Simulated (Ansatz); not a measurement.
# C3H7B: two geometries relaxed

Are the two ends of the shift of H8 from C3 to C2 separate minima, and which lies lower? Each is relaxed from a guess. SMILES of the start: BC=CC.

All numbers below are computed with Ansatz 0.2.0 (RKS PBE0/def2-SVP).

## 1. The structure to begin with

Bond lengths: B1–C2 1.534 Å, C2–C3 1.340 Å, C3–C4 1.494 Å, B1–H5 1.171 Å, B1–H6 1.170 Å, C2–H7 1.087 Å, C3–H8 1.083 Å, C4–H9 1.090 Å, C4–H10 1.090 Å, C4–H11 1.086 Å. Angles (14 of 15 angles, heavy atoms first): B1–C2–C3 123.8°, C2–C3–C4 124.5°, B1–C2–H7 120.1°, C3–C2–H7 116.1°, C2–B1–H5 119.7°, C2–B1–H6 120.5°, C2–C3–H8 119.2°, C4–C3–H8 116.3°, C3–C4–H9 110.2°, C3–C4–H10 110.3°, C3–C4–H11 111.7°, H5–B1–H6 119.8°, H9–C4–H10 107.2°, H9–C4–H11 108.7°.

Structure file:

```xyz
11

B    -0.6043    2.0251    0.4377
C    -0.1476    0.5662    0.5669
C     0.0522   -0.2480   -0.4788
C     0.4989   -1.6692   -0.3719
H    -0.8091    2.4780   -0.6222
H    -0.7519    2.6875    1.3914
H     0.0313    0.1359    1.5486
H    -0.1137    0.1279   -1.4804
H    -0.2081   -2.2427    0.2278
H     1.4652   -1.7243    0.1297
H     0.5871   -2.1365   -1.3487
```

## 2. Relaxing end A

File input.yaml:

```yaml
crystal:
  periodic: [false, false, false]
  atoms:
    - { symbol: B, position_ang: [-0.6043, 2.02513, 0.43771] }
    - { symbol: C, position_ang: [-0.14763, 0.56618, 0.56688] }
    - { symbol: C, position_ang: [0.05218, -0.24797, -0.47881] }
    - { symbol: C, position_ang: [0.49887, -1.6692, -0.37193] }
    - { symbol: H, position_ang: [-0.80907, 2.47804, -0.62219] }
    - { symbol: H, position_ang: [-0.75189, 2.68754, 1.39136] }
    - { symbol: H, position_ang: [0.03129, 0.13588, 1.54862] }
    - { symbol: H, position_ang: [-0.11369, 0.12793, -1.48037] }
    - { symbol: H, position_ang: [-0.20807, -2.24269, 0.22782] }
    - { symbol: H, position_ang: [1.46521, -1.72433, 0.12966] }
    - { symbol: H, position_ang: [0.58709, -2.13652, -1.34874] }
basis:
  gaussian: { orbitals: def2-SVP }
hamiltonian:
  xc: pbe0
relax:
  f_tol: 0.02
  max_steps: 50
output:
  orbitals: {}
```

The run is started by

```sh
$ ansatz run input.yaml --threads 2 --pin off --max-ram 3072MiB --backend cpu --events-out ev --progress --plain --runs-dir out
```

The program printed, shortened:

```text
Warning: RAYON_NUM_THREADS=2 ignored (pool sized by the plan → 2); use --threads N
[...]
Functional definition: PBE0
[...]
1049 factors; integrals over basis functions are off by at most 3.4e-4 eV
[...]
mean field -3892.43078911 eV, -143.0441931154 hartree, gradient 3.5e-5 eV, S^2 0.000000; 0 other end points of the search recorded, 0 dependent functions left out
[...]
reference -3892.43081696 eV, -143.0441941390 hartree; 15, 15 occupied and 76, 76 virtual orbitals, 1049 factors
relax step   1: F+E_penalty+E_count = -3892.43078911 eV  Δ(F+E_penalty+E_count) = +0.000e0 eV  max|allowed force component| = 1.034e0 eV/Å  Δτ_max = 0.0000 Å  (23 SCF iters, accepted)
[...]
relax step   3: F+E_penalty+E_count = -3892.50138453 eV  Δ(F+E_penalty+E_count) = -7.080e-3 eV  max|allowed force component| = 8.848e-2 eV/Å  Δτ_max = 0.0323 Å  (25 SCF iters, accepted)
[...]
relax step   5: F+E_penalty+E_count = -3892.50077457 eV  Δ(F+E_penalty+E_count) = +1.090e-3 eV  max|allowed force component| = 1.816e-1 eV/Å  Δτ_max = 0.0258 Å  (25 SCF iters, rejected (line search))
[...]
relax step   7: F+E_penalty+E_count = -3892.50849925 eV  Δ(F+E_penalty+E_count) = -4.837e-3 eV  max|allowed force component| = 4.664e-2 eV/Å  Δτ_max = 0.1000 Å  (23 SCF iters, accepted)
[...]
relax step   9: F+E_penalty+E_count = -3892.51223723 eV  Δ(F+E_penalty+E_count) = -5.064e-4 eV  max|allowed force component| = 6.820e-1 eV/Å  Δτ_max = 0.1958 Å  (27 SCF iters, accepted)
[...]
relax step  10: F+E_penalty+E_count = -3892.56034839 eV  Δ(F+E_penalty+E_count) = -4.811e-2 eV  max|allowed force component| = 2.192e-1 eV/Å  Δτ_max = 0.2000 Å  (26 SCF iters, accepted)
[...]
1049 factors; integrals over basis functions are off by at most 4.3e-4 eV
[...]
mean field -3892.55912505 eV, -143.0489093744 hartree, gradient 2.3e-5 eV, S^2 0.000000; 0 other end points of the search recorded, 0 dependent functions left out
[...]
reference -3892.55915258 eV, -143.0489103860 hartree; 15, 15 occupied and 76, 76 virtual orbitals, 1049 factors
```

## 3. The output, continued: end point A relaxed

Output, continued, shortened:

```text
relax step  11: F+E_penalty+E_count = -3892.55912505 eV  Δ(F+E_penalty+E_count) = +1.223e-3 eV  max|allowed force component| = 5.939e-1 eV/Å  Δτ_max = 0.1999 Å  (26 SCF iters, rejected (line search))
[...]
relax step  17: F+E_penalty+E_count = -3892.57813900 eV  Δ(F+E_penalty+E_count) = +1.811e-4 eV  max|allowed force component| = 6.049e-2 eV/Å  Δτ_max = 0.0161 Å  (24 SCF iters, rejected (line search))
[...]
relax step  18: F+E_penalty+E_count = -3892.57847866 eV  Δ(F+E_penalty+E_count) = -1.586e-4 eV  max|allowed force component| = 1.809e-2 eV/Å  Δτ_max = 0.0080 Å  (22 SCF iters, accepted)
1049 factors; integrals over basis functions are off by at most 4.2e-4 eV
mean field -3892.57847866 eV, -143.0496206062 hartree, gradient 1.5e-5 eV, S^2 0.000000; 1 other end points of the search recorded, 0 dependent functions left out
[...]
Atom 1 at    -0.307506     0.520615     0.614758 Å, force     0.006787     0.002373    -0.018093 eV/Å
Atom 2 at     0.168864    -0.222200    -0.411046 Å, force    -0.011911     0.002031     0.010959 eV/Å
Atom 3 at     0.525479    -1.664492    -0.370128 Å, force     0.004999    -0.008075    -0.000573 eV/Å
Atom 4 at    -0.456660     2.518071    -0.658514 Å, force     0.000259    -0.001263     0.000189 eV/Å
Atom 5 at    -1.045822     2.692000     1.336054 Å, force    -0.002525     0.000860    -0.000519 eV/Å
Atom 6 at    -0.449166     0.014302     1.579323 Å, force     0.000856     0.002224    -0.000439 eV/Å
Atom 7 at     0.311812     0.279245    -1.378651 Å, force     0.001664     0.001993     0.002003 eV/Å
Atom 8 at     0.357225    -2.107655     0.621582 Å, force     0.000432     0.001421     0.000212 eV/Å
Atom 9 at     1.583947    -1.808302    -0.647077 Å, force     0.001312    -0.001867     0.000208 eV/Å
Atom 10 at    -0.060251    -2.230215    -1.114802 Å, force    -0.002029     0.003021    -0.000908 eV/Å
Dipole moment:     0.143559    -0.426598    -0.126452 e Å
```

Wall time 20 s (2 threads of Intel Xeon 6975P-C (Granite Rapids), shared host); peak memory 0.17 GiB.

Step by step:

| step | energy from step 1 (eV) | largest force component (eV/Å) |
| --- | --- | --- |
| 1 | 0.0000 | 1.0335 |
| 2 | -0.0635 | 0.3319 |
| 3 | -0.0706 | 0.0885 |
| 4 | -0.0711 | 0.1316 |
| 5x | -0.0700 | 0.1816 |
| 6 | -0.0729 | 0.0413 |
| 7 | -0.0777 | 0.0466 |
| 8 | -0.0809 | 0.0623 |
| 9 | -0.0814 | 0.6820 |
| 10 | -0.1296 | 0.2192 |
| 11x | -0.1283 | 0.5939 |
| 12 | -0.1415 | 0.0653 |
| 13x | -0.1376 | 0.3258 |
| 14 | -0.1450 | 0.0233 |
| 15 | -0.1470 | 0.0261 |
| 16 | -0.1475 | 0.0640 |
| 17x | -0.1474 | 0.0605 |
| 18 | -0.1477 | 0.0181 |

Step 1 is the start. 4 steps were tried and not accepted (marked x).

After: Bond lengths: B1–C2 1.533 Å, C2–C3 1.353 Å, C3–C4 1.486 Å, B1–H5 1.213 Å, B1–H6 1.210 Å, C2–H7 1.099 Å, C3–H8 1.099 Å, C4–H9 1.099 Å, C4–H10 1.104 Å, C4–H11 1.103 Å. Angles (14 of 15 angles, heavy atoms first): B1–C2–C3 120.9°, C2–C3–C4 126.6°, B1–C2–H7 121.8°, C3–C2–H7 117.3°, C2–B1–H5 119.1°, C2–B1–H6 121.9°, C2–C3–H8 117.6°, C4–C3–H8 115.8°, C3–C4–H9 112.3°, C3–C4–H10 110.5°, C3–C4–H11 110.6°, H5–B1–H6 118.9°, H9–C4–H10 108.7°, H9–C4–H11 108.7°.

## 4. Relaxing end B

The second end starts from a geometry with the move made by hand.

Edit input.yaml of step 2 so:

```diff
@@ -10,3 +10,3 @@
     - { symbol: H, position_ang: [0.03129, 0.13588, 1.54862] }
-    - { symbol: H, position_ang: [-0.11369, 0.12793, -1.48037] }
+    - { symbol: H, position_ang: [-0.34337, 1.13913, -0.3395] }
     - { symbol: H, position_ang: [-0.20807, -2.24269, 0.22782] }
@@ -21,3 +21 @@
   max_steps: 50
-output:
-  orbitals: {}
```

The run is started by

```sh
$ ansatz run input.yaml --threads 2 --pin off --max-ram 3072MiB --backend cpu --events-out ev --progress --plain --runs-dir out
```

The program printed, shortened:

```text
Warning: RAYON_NUM_THREADS=2 ignored (pool sized by the plan → 2); use --threads N
[...]
[... 1 set-up line as earlier in the session ...]
[...]
1047 factors; integrals over basis functions are off by at most 3.6e-4 eV
[...]
mean field -3886.90088261 eV, -142.8409727997 hartree, gradient 1.8e-5 eV, S^2 0.000000; 0 other end points of the search recorded, 0 dependent functions left out
[...]
reference -3886.90090845 eV, -142.8409737495 hartree; 15, 15 occupied and 76, 76 virtual orbitals, 1047 factors
relax step   1: F+E_penalty+E_count = -3886.90088261 eV  Δ(F+E_penalty+E_count) = +0.000e0 eV  max|allowed force component| = 5.306e0 eV/Å  Δτ_max = 0.0000 Å  (27 SCF iters, accepted)
[...]
relax step   4: F+E_penalty+E_count = -3889.37588303 eV  Δ(F+E_penalty+E_count) = -1.013e0 eV  max|allowed force component| = 3.536e0 eV/Å  Δτ_max = 0.1949 Å  (30 SCF iters, accepted)
[...]
relax step   7: F+E_penalty+E_count = -3892.12364304 eV  Δ(F+E_penalty+E_count) = -6.479e-1 eV  max|allowed force component| = 1.060e0 eV/Å  Δτ_max = 0.1941 Å  (27 SCF iters, accepted)
[...]
relax step  10: F+E_penalty+E_count = -3892.50402408 eV  Δ(F+E_penalty+E_count) = -1.587e-2 eV  max|allowed force component| = 1.755e-1 eV/Å  Δτ_max = 0.0745 Å  (25 SCF iters, accepted)
[...]
relax step  12: F+E_penalty+E_count = -3892.52715957 eV  Δ(F+E_penalty+E_count) = -9.920e-3 eV  max|allowed force component| = 3.629e-1 eV/Å  Δτ_max = 0.1134 Å  (27 SCF iters, accepted)
[...]
relax step  13: F+E_penalty+E_count = -3892.52264043 eV  Δ(F+E_penalty+E_count) = +4.519e-3 eV  max|allowed force component| = 7.761e-1 eV/Å  Δτ_max = 0.1484 Å  (26 SCF iters, rejected (line search))
[...]
1047 factors; integrals over basis functions are off by at most 1.2e-3 eV
```

## 5. The log goes on: end point B relaxed

The log, continued, shortened:

```text
mean field -3892.54304176 eV, -143.0483183241 hartree, gradient 5.3e-5 eV, S^2 0.000000; 0 other end points of the search recorded, 0 dependent functions left out
[...]
reference -3892.54306950 eV, -143.0483193437 hartree; 15, 15 occupied and 76, 76 virtual orbitals, 1047 factors
relax step  14: F+E_penalty+E_count = -3892.54304176 eV  Δ(F+E_penalty+E_count) = -1.588e-2 eV  max|allowed force component| = 2.140e-1 eV/Å  Δτ_max = 0.0742 Å  (25 SCF iters, accepted)
[...]
relax step  20: F+E_penalty+E_count = -3892.57354352 eV  Δ(F+E_penalty+E_count) = +3.614e-3 eV  max|allowed force component| = 2.317e-1 eV/Å  Δτ_max = 0.0595 Å  (24 SCF iters, rejected (line search))
[...]
relax step  21: F+E_penalty+E_count = -3892.57847809 eV  Δ(F+E_penalty+E_count) = -1.321e-3 eV  max|allowed force component| = 5.634e-3 eV/Å  Δτ_max = 0.0171 Å  (26 SCF iters, accepted)
[...]
Atom 1 at    -0.324202     0.583845     0.742776 Å, force    -0.000996     0.001001     0.005634 eV/Å
Atom 2 at     0.151027    -0.109992    -0.316882 Å, force     0.002580     0.001172    -0.002358 eV/Å
Atom 3 at     0.502342    -1.553979    -0.346327 Å, force     0.002403    -0.000682     0.005475 eV/Å
Atom 4 at    -0.474421     2.640250    -0.432152 Å, force     0.001068     0.000662    -0.000049 eV/Å
Atom 5 at    -1.073138     2.714738     1.565800 Å, force    -0.001599     0.001324     0.000554 eV/Å
Atom 6 at    -0.467062     0.032592     1.682208 Å, force    -0.002585    -0.002691    -0.002035 eV/Å
Atom 7 at     0.298232     0.437865    -1.258346 Å, force    -0.005450    -0.000802    -0.001495 eV/Å
Atom 8 at     0.332461    -2.044028     0.622768 Å, force     0.000168     0.000742     0.001130 eV/Å
Atom 9 at     1.560190    -1.688318    -0.630241 Å, force    -0.000836    -0.003418    -0.003402 eV/Å
Atom 10 at    -0.087004    -2.079872    -1.116874 Å, force     0.002687     0.000430    -0.002521 eV/Å
Dipole moment:     0.143281    -0.420006    -0.146535 e Å
```

Wall time 23 s (2 threads of Intel Xeon 6975P-C (Granite Rapids), shared host); peak memory 0.18 GiB.

Step by step:

| step | energy from step 1 (eV) | largest force component (eV/Å) |
| --- | --- | --- |
| 1 | 0.0000 | 5.3056 |
| 2 | -0.6770 | 3.6512 |
| 3 | -1.4618 | 3.0351 |
| 4 | -2.4750 | 3.5357 |
| 5 | -3.5166 | 4.3486 |
| 6 | -4.5749 | 2.2600 |
| 7 | -5.2228 | 1.0596 |
| 8 | -5.4511 | 0.7008 |
| 9 | -5.5873 | 0.3954 |
| 10 | -5.6031 | 0.1755 |
| 11 | -5.6164 | 0.1546 |
| 12 | -5.6263 | 0.3629 |
| 13x | -5.6218 | 0.7761 |
| 14 | -5.6422 | 0.2140 |
| 15 | -5.6577 | 0.1242 |
| 16 | -5.6732 | 0.0227 |
| 17x | -5.6413 | 0.6228 |
| 18 | -5.6749 | 0.0171 |
| 19 | -5.6763 | 0.1190 |
| 20x | -5.6727 | 0.2317 |
| 21 | -5.6776 | 0.0056 |

Step 1 is the start. 3 steps were tried and not accepted (marked x).

After: Bond lengths: B1–C2 1.533 Å, C2–C3 1.353 Å, C3–C4 1.486 Å, B1–H5 1.213 Å, B1–H6 1.210 Å, C2–H7 1.099 Å, C3–H8 1.099 Å, C4–H9 1.099 Å, C4–H10 1.103 Å, C4–H11 1.103 Å. Angles (14 of 15 angles, heavy atoms first): B1–C2–C3 121.0°, C2–C3–C4 126.6°, B1–C2–H7 121.7°, C3–C2–H7 117.3°, C2–B1–H5 119.1°, C2–B1–H6 121.9°, C2–C3–H8 117.5°, C4–C3–H8 115.8°, C3–C4–H9 112.3°, C3–C4–H10 110.5°, C3–C4–H11 110.5°, H5–B1–H6 118.9°, H9–C4–H10 108.7°, H9–C4–H11 108.7°.

Pairs that crossed the distance rule for bonds on the way: came closer C3–H8; moved apart B1–H8, C2–H8.

## 6. Summary of results

| quantity | value |
| --- | --- |
| end A | 13 moves, 0.148 eV lower |
| end B | 17 moves, 5.678 eV lower |
| largest difference between the ends | 0.01 Å |
| end B relative to end A | +0.000 eV |

The two relaxations end at one structure, within 0.01 Å: no second minimum was found from this start, which doesn't rule one out.
